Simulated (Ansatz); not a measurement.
# CH4AlBrO2: shape, modes and thermochemistry

Aim: relax CH4AlBrO2 from a cheap starting geometry, then compute its harmonic vibrations to see whether it is a minimum and to get the zero-point energy and entropy.

Method: RKS PBE0-D4/def2-TZVP; program: Ansatz 0.2.0, Gaussian basis.

Plan: relaxation at PBE-D4/def2-SVP; relaxation at PBE0-D4/def2-TZVP; harmonic vibrations at the same level.

1 further run of the same task is left out (set aside as unsound or not needed).

### Step 1. The starting structure

SMILES `C[O][Al]([OH])[Br]`, 9 atoms, charge 0, spin multiplicity 1.

Atoms are counted from 1 here; the program's logs count them from 0.

Bond lengths: C1–O2 1.389 Å, C1–H6 1.164 Å, C1–H7 1.060 Å, C1–H8 1.102 Å, O2–Al3 1.868 Å, Al3–O4 1.795 Å, Al3–Br5 2.371 Å, O4–H9 1.048 Å. Angles: O2–C1–H6 108.8°, O2–C1–H7 111.6°, O2–C1–H8 109.3°, H6–C1–H7 109.4°, H6–C1–H8 106.5°, H7–C1–H8 111.2°, C1–O2–Al3 111.3°, O2–Al3–O4 119.3°, O2–Al3–Br5 119.5°, O4–Al3–Br5 121.1°, Al3–O4–H9 104.7°.

The start is a force-field geometry with small random shifts, so a cheaper pass at PBE-D4/def2-SVP comes first.

### Step 2. Relaxation at PBE-D4/def2-SVP (cheap first pass)

Input file in.yaml:

```yaml
crystal:
  periodic: [false, false, false]
  atoms:
    - {symbol: C, position_ang: [0.215700, -1.379300, -0.612500]}
    - {symbol: O, position_ang: [1.109300, -0.529900, 0.026300]}
    - {symbol: Al, position_ang: [0.330300, 1.128600, 0.388200]}
    - {symbol: O, position_ang: [-0.453100, 1.402800, 1.980000]}
    - {symbol: Br, position_ang: [0.506500, 2.873300, -1.207600]}
    - {symbol: H, position_ang: [-0.140200, -0.874900, -1.599300]}
    - {symbol: H, position_ang: [0.659500, -2.315800, -0.835900]}
    - {symbol: H, position_ang: [-0.680800, -1.502800, 0.016000]}
    - {symbol: H, position_ang: [-1.458700, 1.151700, 1.827700]}
basis:
  gaussian: {orbitals: def2-SVP}
hamiltonian: {xc: pbe, dispersion: d4}
relax: {f_tol: 0.03, max_steps: 200}
```

Standard output, cut to the lines that bear on the results:

```text
Functional definition: PBE
  name "PBE"
  cite "Perdew, Burke & Ernzerhof, Phys. Rev. Lett. 77, 3865 (1996) doi:10.1103/PhysRevLett.77.3865"
  parent pbe
[...]
1214 factors; their error is unknown
[...]
mean field -81808.16287956 eV, -3006.3945342593 hartree, gradient 1.6e-5 eV, S^2 0.000000; 0 other end points of the search recorded, 0 dependent functions left out
[...]
reference -81808.16291827 eV, -3006.3945356819 hartree; 37, 37 occupied and 75, 75 virtual orbitals, 1214 factors
relax step   1: F+E_penalty+E_count = -81808.33902506 eV  Δ(F+E_penalty+E_count) = +0.000e0 eV  max|allowed force component| = 2.902e0 eV/Å  Δτ_max = 0.0000 Å  (28 SCF iters, accepted)
[...]
relax step   5: F+E_penalty+E_count = -81809.15930782 eV  Δ(F+E_penalty+E_count) = -6.241e-2 eV  max|allowed force component| = 5.922e-1 eV/Å  Δτ_max = 0.1946 Å  (28 SCF iters, accepted)
[...]
relax step   9: F+E_penalty+E_count = -81809.37639120 eV  Δ(F+E_penalty+E_count) = -4.510e-2 eV  max|allowed force component| = 3.090e-1 eV/Å  Δτ_max = 0.1999 Å  (35 SCF iters, accepted)
[...]
relax step  13: F+E_penalty+E_count = -81809.41283831 eV  Δ(F+E_penalty+E_count) = -7.231e-3 eV  max|allowed force component| = 3.359e-2 eV/Å  Δτ_max = 0.1000 Å  (29 SCF iters, accepted)
[...]
relax step  15: F+E_penalty+E_count = -81809.41338669 eV  Δ(F+E_penalty+E_count) = +3.253e-4 eV  max|allowed force component| = 5.335e-2 eV/Å  Δτ_max = 0.0234 Å  (29 SCF iters, rejected (line search))
[...]
relax step  16: F+E_penalty+E_count = -81809.41380138 eV  Δ(F+E_penalty+E_count) = -8.942e-5 eV  max|allowed force component| = 7.493e-3 eV/Å  Δτ_max = 0.0115 Å  (30 SCF iters, accepted)
1214 factors; their error is unknown
[...]
mean field -81809.23107626 eV, -3006.4337897640 hartree, gradient 1.4e-5 eV, S^2 0.000000; 1 other end points of the search recorded, 0 dependent functions left out
[...]
reference -81809.23111409 eV, -3006.4337911544 hartree; 37, 37 occupied and 75, 75 virtual orbitals, 1214 factors
Total energy: -81809.41383921 eV, -3006.4405061787 hartree
Atom 0 at     0.248519    -1.497388    -0.831901 Å, force    -0.000749    -0.003518     0.001897 eV/Å
Atom 1 at    -0.000092    -0.673807     0.277555 Å, force    -0.002460     0.004152    -0.007431 eV/Å
Atom 2 at    -0.148764     0.993954     0.557674 Å, force     0.002920    -0.007044     0.007493 eV/Å
Atom 3 at    -0.484237     1.483176     2.157698 Å, force    -0.001434     0.004795    -0.000691 eV/Å
Atom 4 at     0.099344     2.469417    -1.145035 Å, force    -0.000254     0.001398    -0.001113 eV/Å
Atom 5 at     0.431944    -0.925609    -1.771254 Å, force    -0.000813     0.000761     0.000898 eV/Å
Atom 6 at     1.140119    -2.137428    -0.646146 Å, force    -0.000910     0.002613     0.000354 eV/Å
Atom 7 at    -0.615100    -2.176226    -1.013252 Å, force     0.002490     0.000341     0.000809 eV/Å
Atom 8 at    -0.583234     2.417610     2.397564 Å, force     0.001209    -0.003497    -0.002218 eV/Å
Dipole moment:     0.001447     0.090930    -0.052867 e Å
```

It took 22 s on 4 threads, shared host.

Along the way: (the energy doesn't fall at every step)

```tsv
step	energy from step 1 (eV)	largest force component (eV/Å)
1	0.0000	2.9020
2	-0.5392	1.4610
3	-0.6867	0.6500
4	-0.7579	0.3538
5	-0.8203	0.5922
6	-0.8575	1.1460
7	-0.9360	0.4962
8	-0.9923	0.3340
9	-1.0374	0.3090
10	-1.0599	0.1211
11	-1.0391	0.5770
12	-1.0666	0.0815
13	-1.0738	0.0336
14	-1.0747	0.0108
15	-1.0744	0.0534
16	-1.0748	0.0075
```

The force was under the threshold of 0.03 eV/Å already at step 14, but the program went on to step 16.

Distances of close pairs at the start and the end, largest changes first:

```tsv
bond	before (Å)	after (Å)	change (Å)
O2–Al3	1.868	1.698	-0.170
Al3–Br5	2.371	2.267	-0.104
Al3–O4	1.795	1.706	-0.089
O4–H9	1.048	0.970	-0.078
C1–H7	1.060	1.113	+0.053
C1–H6	1.164	1.115	-0.049
C1–O2	1.389	1.404	+0.015
C1–H8	1.102	1.113	+0.012
```

### Step 3. Optimising with PBE0-D4/def2-TZVP

Input file in.yaml:

```yaml
crystal:
  periodic: [false, false, false]
  atoms:
    - {symbol: C, position_ang: [0.248519, -1.497388, -0.831901]}
    - {symbol: O, position_ang: [-0.000092, -0.673807, 0.277555]}
    - {symbol: Al, position_ang: [-0.148764, 0.993954, 0.557674]}
    - {symbol: O, position_ang: [-0.484237, 1.483176, 2.157698]}
    - {symbol: Br, position_ang: [0.099344, 2.469417, -1.145035]}
    - {symbol: H, position_ang: [0.431944, -0.925609, -1.771254]}
    - {symbol: H, position_ang: [1.140119, -2.137428, -0.646146]}
    - {symbol: H, position_ang: [-0.615100, -2.176226, -1.013252]}
    - {symbol: H, position_ang: [-0.583234, 2.417610, 2.397564]}
basis:
  gaussian: {orbitals: def2-TZVP}
hamiltonian: {xc: pbe0, dispersion: d4}
relax: {f_tol: 0.005, max_steps: 150}
```

Standard output, cut to the lines that bear on the results:

```text
Functional definition: PBE0
  name "PBE0"
  cite "Adamo & Barone, J. Chem. Phys. 110, 6158 (1999) doi:10.1063/1.478522"
  cite "Perdew, Burke & Ernzerhof, Phys. Rev. Lett. 77, 3865 (1996) doi:10.1103/PhysRevLett.77.3865"
  parent pbe
[...]
1350 factors; their error is unknown
[...]
mean field -81829.68852775 eV, -3007.1855872396 hartree, gradient 3.1e-5 eV, S^2 0.000000; 0 other end points of the search recorded, 0 dependent functions left out
[...]
reference -81829.68856105 eV, -3007.1855884634 hartree; 37, 37 occupied and 165, 165 virtual orbitals, 1350 factors
relax step   1: F+E_penalty+E_count = -81829.84568235 eV  Δ(F+E_penalty+E_count) = +0.000e0 eV  max|allowed force component| = 6.723e-1 eV/Å  Δτ_max = 0.0000 Å  (29 SCF iters, accepted)
[...]
Total energy: -81829.89722492 eV, -3007.1932567195 hartree
Atom 0 at     0.244677    -1.485017    -0.832799 Å, force     0.000741    -0.001009    -0.002817 eV/Å
Atom 1 at    -0.015336    -0.679119     0.281108 Å, force    -0.001326    -0.000222     0.002926 eV/Å
Atom 2 at    -0.149637     0.957170     0.570025 Å, force     0.001100     0.001128     0.000164 eV/Å
Atom 3 at    -0.484852     1.481138     2.131583 Å, force    -0.000276     0.001435    -0.000071 eV/Å
Atom 4 at     0.117971     2.424569    -1.116447 Å, force    -0.000167    -0.000112    -0.000216 eV/Å
Atom 5 at     0.401754    -0.898759    -1.745507 Å, force    -0.000141    -0.000941     0.000162 eV/Å
Atom 6 at     1.140223    -2.087723    -0.653680 Å, force    -0.001174     0.000754    -0.000225 eV/Å
Atom 7 at    -0.594986    -2.165861    -1.002514 Å, force     0.001244     0.001347     0.000748 eV/Å
Atom 8 at    -0.571314     2.407300     2.351134 Å, force    -0.000002    -0.002380    -0.000673 eV/Å
Dipole moment:     0.012496     0.042315    -0.072890 e Å
```

It took 37 s on 4 threads, shared host; peak memory 0.59 GiB.

Relaxation path:

```tsv
step	energy from step 1 (eV)	largest force component (eV/Å)
1	0.0000	0.6723
2	-0.0422	0.4416
3	-0.0508	0.0741
4	-0.0512	0.0344
5	-0.0514	0.0152
6	-0.0515	0.0087
7	-0.0515	0.0013
8	-0.0515	0.0055
9	-0.0515	0.0029
```

The force was under the threshold of 0.005 eV/Å already at step 7, but the program went on to step 9.

Close pairs (by a distance rule), those that changed most:

```tsv
bond	before (Å)	after (Å)	change (Å)
O2–Al3	1.698	1.667	-0.031
Al3–O4	1.706	1.681	-0.026
C1–H8	1.113	1.094	-0.019
C1–H7	1.113	1.094	-0.019
C1–H6	1.115	1.096	-0.019
Al3–Br5	2.267	2.251	-0.015
O4–H9	0.970	0.956	-0.014
C1–O2	1.404	1.399	-0.005
```

Mulliken charges of the relaxed molecule (report file):

```tsv
atom	value (e)
C1	-0.21
O2	-0.32
Al3	0.63
O4	-0.53
Br5	-0.27
H6	0.12
H7	0.12
H8	0.12
H9	0.32
```

### Step 4. Vibrations by finite differences

Input file in.yaml:

```yaml
crystal:
  periodic: [false, false, false]
  atoms:
    - {symbol: C, position_ang: [0.244677, -1.485017, -0.832799]}
    - {symbol: O, position_ang: [-0.015336, -0.679119, 0.281108]}
    - {symbol: Al, position_ang: [-0.149637, 0.957170, 0.570025]}
    - {symbol: O, position_ang: [-0.484852, 1.481138, 2.131583]}
    - {symbol: Br, position_ang: [0.117971, 2.424569, -1.116447]}
    - {symbol: H, position_ang: [0.401754, -0.898759, -1.745507]}
    - {symbol: H, position_ang: [1.140223, -2.087723, -0.653680]}
    - {symbol: H, position_ang: [-0.594986, -2.165861, -1.002514]}
    - {symbol: H, position_ang: [-0.571314, 2.407300, 2.351134]}
basis:
  gaussian: {orbitals: def2-TZVP}
hamiltonian: {xc: pbe0, dispersion: d4}
phonons: {temperatures: {t_min: 298.15, t_max: 900, t_step: 200}}
```

Standard output, cut to the lines that bear on the results:

```text
Functional definition: PBE0
  name "PBE0"
  cite "Adamo & Barone, J. Chem. Phys. 110, 6158 (1999) doi:10.1063/1.478522"
  cite "Perdew, Burke & Ernzerhof, Phys. Rev. Lett. 77, 3865 (1996) doi:10.1103/PhysRevLett.77.3865"
  parent pbe
[...]
1350 factors; their error is unknown
[...]
mean field -81829.73821419 eV, -3007.1874131827 hartree, gradient 3.3e-5 eV, S^2 0.000000; 0 other end points of the search recorded, 0 dependent functions left out
[...]
reference -81829.73824705 eV, -3007.1874143902 hartree; 37, 37 occupied and 165, 165 virtual orbitals, 1350 factors
[...]
1350 factors; their error is unknown
mean field -81829.73804247 eV, -3007.1874068721 hartree, gradient 1.6e-6 eV, S^2 0.000000; 0 other end points of the search recorded, 0 dependent functions left out
[...]
reference -81829.73807532 eV, -3007.1874080794 hartree; 37, 37 occupied and 165, 165 virtual orbitals, 1350 factors
[...]
Atom 1 at    -0.015336    -0.679119     0.281108 Å, force    -0.001331    -0.000269     0.002973 eV/Å
Atom 2 at    -0.149637     0.957170     0.570025 Å, force     0.001101     0.001189     0.000147 eV/Å
Atom 3 at    -0.484852     1.481138     2.131583 Å, force    -0.000277     0.001437    -0.000066 eV/Å
Atom 4 at     0.117971     2.424569    -1.116447 Å, force    -0.000165    -0.000128    -0.000222 eV/Å
Atom 5 at     0.401754    -0.898759    -1.745507 Å, force    -0.000150    -0.000926     0.000190 eV/Å
Atom 6 at     1.140223    -2.087723    -0.653680 Å, force    -0.001171     0.000753    -0.000218 eV/Å
Atom 7 at    -0.594986    -2.165861    -1.002514 Å, force     0.001241     0.001348     0.000750 eV/Å
Atom 8 at    -0.571314     2.407300     2.351134 Å, force     0.000003    -0.002409    -0.000688 eV/Å
Dipole moment:     0.012495     0.042314    -0.072888 e Å
Vibrations: 80.01 86.38 101.81 176.27 242.94 249.18 335.29 380.54 639.93 723.43 922.64 1183.39 1192.30 1239.94 1487.31 1495.53 1501.37 3015.04 3082.13 3092.60 3964.03 cm⁻¹, zero-point energy 1.561709 eV
```

It took 2.5 min on 4 threads, shared host; peak memory 0.59 GiB.

Motions are named by where the mode's potential energy lies. The modes, unscaled (a negative number is an imaginary wavenumber):

```tsv
mode	cm⁻¹	motion
1	80	bend
2	86	torsion
3	102	torsion
4	176	bend
5	243	bend
6	249	torsion with out-of-plane bend
7	335	torsion
8	381	Al–Br stretch
9	640	bend
10	723	Al–O stretch
11	923	Al–O stretch
12	1183	bend
13	1192	bend
14	1240	C–O stretch
15	1487	bend
16	1496	bend
17	1501	bend
18	3015	C–H stretch
19	3082	C–H stretch
20	3093	C–H stretch
21	3964	O–H stretch
```

Ideal gas, rigid rotor and harmonic oscillator at 298.15 K and 1 bar, with symmetry number 1:

```tsv
term	value
zero-point energy	36.0 kcal/mol
H(298) − E	41.5 kcal/mol
entropy, translation	171.7 J/(mol K)
entropy, rotation	119.4 J/(mol K)
entropy, vibration	84.3 J/(mol K)
entropy, total	375.5 J/(mol K)
```

### Step 5. Outcome

```
                  quantity            value
               point group               Cs
                     steps           16 + 9
shift from the start (rms)          0.872 Å
              total energy   -81829.8972 eV
           dispersion term         -159 meV
             dipole moment           0.41 D
lowest, highest wavenumber    80, 3964 cm⁻¹
         zero-point energy    36.0 kcal/mol
       entropy at 298.15 K  375.5 J/(mol K)
```

What this shows: The relaxed geometry lies 0.87 Å (rms) from the start; the bond that changed most is O2–Al3, from 1.868 to 1.667 Å. All wavenumbers are real, so the end point is a minimum. The stiffest mode, 3964 cm⁻¹, is an O–H stretch, and 4 modes under 200 cm⁻¹ make the vibrational entropy uncertain. Harmonic hybrid wavenumbers usually lie a few per cent above measured fundamentals. The largest Mulliken charge, +0.63 e, sits on Al3.
